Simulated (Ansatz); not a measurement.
# CH₉BN₂Si: a ladder of functionals and wavefunction methods

One table from this session's results is given with a row withheld; the runs are named, their logs left out.

Computed with Ansatz 0.2.0, Gaussian basis. Level: functionals in def2-TZVPP, the program's frozen cores in correlated methods.

The runs, in order: PBE-D4, r2SCAN-D4, PBE0-D4, B3LYP-D4, ωB97X-V, ωB97M-V, B2PLYP; CCSD(T)/def2-TZVPP; MP2/def2-QZVPP; extrapolation to the limit.

## The geometry

An earlier PBE0-D4 in a triple-zeta def2 set relaxation fixed the geometry.

14 atoms, charge 0, spin multiplicity 1.

Atoms are counted from 1 here; the program's logs count them from 0.

Bond lengths: N1–B2 1.393 Å, N1–H6 1.005 Å, N1–H7 1.007 Å, B2–C3 1.569 Å, B2–H8 1.199 Å, C3–N4 1.463 Å, C3–Si5 1.890 Å, C3–H9 1.105 Å, N4–H10 1.011 Å, N4–H11 1.011 Å, Si5–H12 1.491 Å, Si5–H13 1.491 Å, Si5–H14 1.486 Å. Angles: B2–N1–H6 122.7°, B2–N1–H7 123.8°, H6–N1–H7 113.5°, N1–B2–C3 121.5°, N1–B2–H8 118.1°, C3–B2–H8 120.4°, B2–C3–N4 113.4°, B2–C3–Si5 105.7°, B2–C3–H9 109.5°, N4–C3–Si5 106.7°, N4–C3–H9 114.4°, Si5–C3–H9 106.5°, C3–N4–H10 111.8°, C3–N4–H11 111.8°, H10–N4–H11 107.9°, C3–Si5–H12 109.4°, C3–Si5–H13 110.2°, C3–Si5–H14 111.3° and more.

Set-up of the first run:

Contents of in.yaml:

```yaml
crystal:
  periodic: [false, false, false]
  atoms:
    - {symbol: N, position_ang: [-2.138462, -0.461464, 0.131575]}
    - {symbol: B, position_ang: [-0.839843, -0.887872, -0.138330]}
    - {symbol: C, position_ang: [0.407735, -0.138427, 0.448244]}
    - {symbol: N, position_ang: [1.644962, -0.913438, 0.358122]}
    - {symbol: Si, position_ang: [0.643164, 1.390133, -0.638031]}
    - {symbol: H, position_ang: [-2.947518, -0.897952, -0.273472]}
    - {symbol: H, position_ang: [-2.358353, 0.324196, 0.721282]}
    - {symbol: H, position_ang: [-0.695539, -1.833670, -0.861811]}
    - {symbol: H, position_ang: [0.172392, 0.230304, 1.462902]}
    - {symbol: H, position_ang: [1.543085, -1.833128, 0.766248]}
    - {symbol: H, position_ang: [2.413198, -0.449971, 0.824748]}
    - {symbol: H, position_ang: [1.950070, 2.030240, -0.314788]}
    - {symbol: H, position_ang: [-0.442077, 2.378513, -0.377892]}
    - {symbol: H, position_ang: [0.634286, 1.033235, -2.080094]}
basis:
  gaussian: {orbitals: def2-TZVPP}
hamiltonian: {xc: pbe, dispersion: d4}
output: {forces: true, orbitals: {seedname: orbitals}}
```

Command:

```
$ ansatz run in.yaml --threads 4 --pin off --events-out ev --progress --plain --max-ram 10444MiB
```

Among the steps run: PBE-D4 (GGA); r2SCAN-D4 (meta-GGA); PBE0-D4 (hybrid); B3LYP-D4 (hybrid); ωB97X-V (range-separated); ωB97M-V (range-separated); B2PLYP (double hybrid); CCSD(T) in def2-TZVPP; MP2 in def2-QZVPP.

One of the session's tables, all rows but one given; the rest of the session is left out.

| method | atomisation energy (kJ/mol) |
| --- | --- |
| PBE-D4 | 5011.4 |
| r2SCAN-D4 | 4928.5 |
| PBE0-D4 | 4938.5 |
| B3LYP-D4 | 4964.5 |
| ωB97X-V | 4963.7 |
| ωB97M-V | 4964.7 |
| B2PLYP | 4890.1 |
| HF/def2-TZVPP | 3569.5 |
| MP2/def2-TZVPP | 4828.8 |
| CCSD/def2-TZVPP | ? |
| CCSD(T)/def2-TZVPP | 4792.5 |
| MP2/CBS | 4962.8 |
| CCSD(T)/CBS | 4926.5 |

Q: Estimate the row for CCSD/def2-TZVPP from the others.

As computed: atomisation energy (kJ/mol): 4729.4. In the column «atomisation energy (kJ/mol)» it lies between HF/def2-TZVPP (3569.5) and CCSD(T)/def2-TZVPP (4792.5).
